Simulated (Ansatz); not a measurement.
# TiAl: a tetragonal deformation path

The task here is to estimate one member of a computed series from the others.

Method: DFT PBE, scalar-relativistic, plane waves, PAW, in Ansatz 0.2.0.

### The structure to begin with

The structure is tetragonal, space group P4/mmm (No. 123). Conventional cell: a = 2.837 Å, b = 2.837 Å, c = 4.059 Å, α = 90.00°, β = 90.00°, γ = 90.00°. Around Ti (site symmetry 4/mmm) lie 4 Ti at 2.84 Å and 8 Al at 2.85 Å. Around Al (site symmetry 4/mmm) lie 4 Al at 2.84 Å and 8 Ti at 2.85 Å.

Coordinates:

```cif
data_structure
_symmetry_space_group_name_H-M 'P4/mmm'
_symmetry_Int_Tables_number 123
_cell_length_a 2.8373
_cell_length_b 2.8373
_cell_length_c 4.0591
_cell_angle_alpha 90.000
_cell_angle_beta 90.000
_cell_angle_gamma 90.000
_cell_volume 32.68
loop_
_atom_site_label
_atom_site_type_symbol
_atom_site_symmetry_multiplicity
_atom_site_Wyckoff_symbol
_atom_site_fract_x
_atom_site_fract_y
_atom_site_fract_z
_atom_site_occupancy
Ti1 Ti 1 a 0.00000 0.00000 0.00000 1
Al1 Al 1 d 0.50000 0.50000 0.50000 1
```

No relaxation comes first: the listed cell is the starting point.

### Zero of energy

Reference values: F = -3037.9889 eV; pressure -0.70 GPa; largest force 0.000 eV/Å; gap on the mesh none (metal). It was computed beforehand with the settings of the runs below.

Set-up of the first run:

At fixed volume and fractional coordinates, lengths along (0.000, 0.000, 1.000) are scaled against those across it; ρ is that ratio over its starting value.

input.yaml

```yaml
crystal:
  lattice:
    - [2.9952445238, 0.0, 0.0]
    - [0.0, 2.9952445238, 0.0]
    - [0.0, 0.0, 3.6422998941]
  atoms:
    - { symbol: Ti, position: [0.0, 0.0, 0.0] }
    - { symbol: Al, position: [0.5, 0.5, 0.5] }
basis:
  ecutwfc: 420
kpoints:
  mp_grid: { grid: [18, 18, 14] }
hamiltonian:
  xc: pbe
scf:
  occupations: { method: gaussian, width: 0.15 }
output:
  forces: true
  stress: true
  eigenvalues: true
```

Launch:

```sh
ansatz run input.yaml --threads 1 --pin off --max-ram 2560MiB --backend cpu --events-out ev --progress --plain --runs-dir out
```

Steps of the session up to this table: Point ρ = 0.850; At ρ = 1.200; At ρ = 0.920; Point ρ = 1.100; Point ρ = 0.960; ρ = 1.050; ρ = 0.800; At ρ = 1.300.

One table of the session follows, with a row left open; its other results are not shown here.

```
    ρ  ΔE (meV/atom)  pressure (GPa)
0.800           95.7            -0.9
0.850           59.1            -0.9
0.920           19.3            -0.9
0.960              ?               ?
1.000            0.0            -0.7
1.050            4.5            -0.7
1.100           22.7            -0.6
1.200           97.6            -0.1
1.300          228.5             1.4
```

Estimate the missing values for ρ = 0.960.

Worked estimate for «ΔE (meV/atom)». A straight line through the neighbours (0.920, 19.3) and (1.000, 0.0) gives 19.3 + (0.0 − 19.3) × (0.960 − 0.920) / (1.000 − 0.920) = 9.7; a parabola fitted to 4 rows on both sides gives 6.0.

The run gave: ΔE (meV/atom): 6.2; pressure (GPa): -0.8. In «ΔE (meV/atom)» the line misses by +3.5 and the parabola by -0.2.
